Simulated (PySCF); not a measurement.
# CaSb: bond curves at several levels of theory

What are the lowest state that PBE0 finds, the bond length, vibrational wavenumber and bond energy of CaSb, and how much do these hang on the method?

Computed with PySCF 2.14.0. Level: Ca def2-SVP, Sb def2-SVP with ECP28, scalar-relativistic core potentials.

### Step 1. The job

The job is set up so:

| Item | Value |
| --- | --- |
| atoms | Ca, Sb |
| charge | 0 |
| basis | Ca def2-SVP, Sb def2-SVP with ECP28 |
| Hamiltonian | scalar-relativistic core potentials |
| basis functions | 50 |
| electrons treated | 43 |
| masses in u | 39.9626, 120.9038 |
| levels | PBE0, PBE, r²SCAN, revPBE, PW91, TPSSh, ωB97X, HF, MP2, SCS-MP2, CCSD, CCSD(T) |
| grid | 80 radial by 434 angular points |
| occupations | held fixed by the projection of orbital angular momentum |
| dissociation limit | Ca + Sb, each in its ground configuration |
| starting distance in angstrom | 2.955 |
| values of 2S to try | 1, 3 |

Run with:

```console
$ OMP_NUM_THREADS=1 python dia.py task.json out
```

The runs that follow: PBE0 along the bond; Higher solutions at PBE0; PBE; r²SCAN; revPBE; PW91 (GGA); TPSSh; ωB97X (range-separated hybrid); UHF (mean field); Adding correlation.

What does the calculation give? Wanted: for each run, Re; ωe; De; μ.

The runs gave:

Lowest PBE0 solution found, without spin–orbit coupling: ⁴Σ⁻ (quartet), unpaired electrons σ ↑, π ↑↑. State 2 has its PBE0 minimum 0.09 eV higher, as a spin-mixed determinant (⟨S²⟩ = 1.76), so this is no gap between pure states. State 3 has its PBE0 minimum 0.12 eV higher. State 4 has its PBE0 minimum 0.34 eV higher, as a spin-mixed determinant (⟨S²⟩ = 1.76), so this is no gap between pure states. The other levels ran on the lowest alone.

| level | Re (Å) | ωe (cm⁻¹) | De (eV) | μ (D) |
| --- | --- | --- | --- | --- |
| UHF | 3.196 | 168.7 | 0.428 | -4.77 |
| UHF-MP2 | 3.196 | 159.1 | 0.393 | n/a |
| UHF-SCS-MP2 | 3.214 | 154.8 | 0.318 | n/a |
| UHF-CCSD | 3.232 | 146.0 | 0.356 | n/a |
| UHF-CCSD(T) | 3.237 | 145.0 | 0.396 | n/a |
| PBE | 3.087 | 176.2 | 1.13 | -3.23 |
| revPBE | 3.112 | 171.3 | 1.02 | -3.29 |
| PW91 | 3.076 | 179.0 | 1.19 | -3.31 |
| r²SCAN | 3.087 | 182.5 | 1.23 | -4.08 |
| TPSSh | 3.097 | 177.7 | 1.13 | -3.56 |
| PBE0 | 3.090 | 178.6 | 1.04 | -3.70 |
| ωB97X | 3.099 | 177.4 | 1.03 | -3.20 |

De is counted to Ca + Sb in their ground configurations. A positive dipole means Ca(−)Sb(+).

In words: Bond lengths run from 3.076 Å (PW91) to 3.237 Å (UHF-CCSD(T)). CCSD(T) can't serve as the judge here: for a weak bond in this basis it is far from its limit. Of the levels with a De here, UHF-SCS-MP2 gives the least (0.318 eV) and r²SCAN the most (1.23 eV).

Correlated steps freeze 9 core orbitals. These are scalar-relativistic numbers at best; spin–orbit coupling would shift them, the dissociation energy most. With spin–orbit coupling the term label itself may not hold.
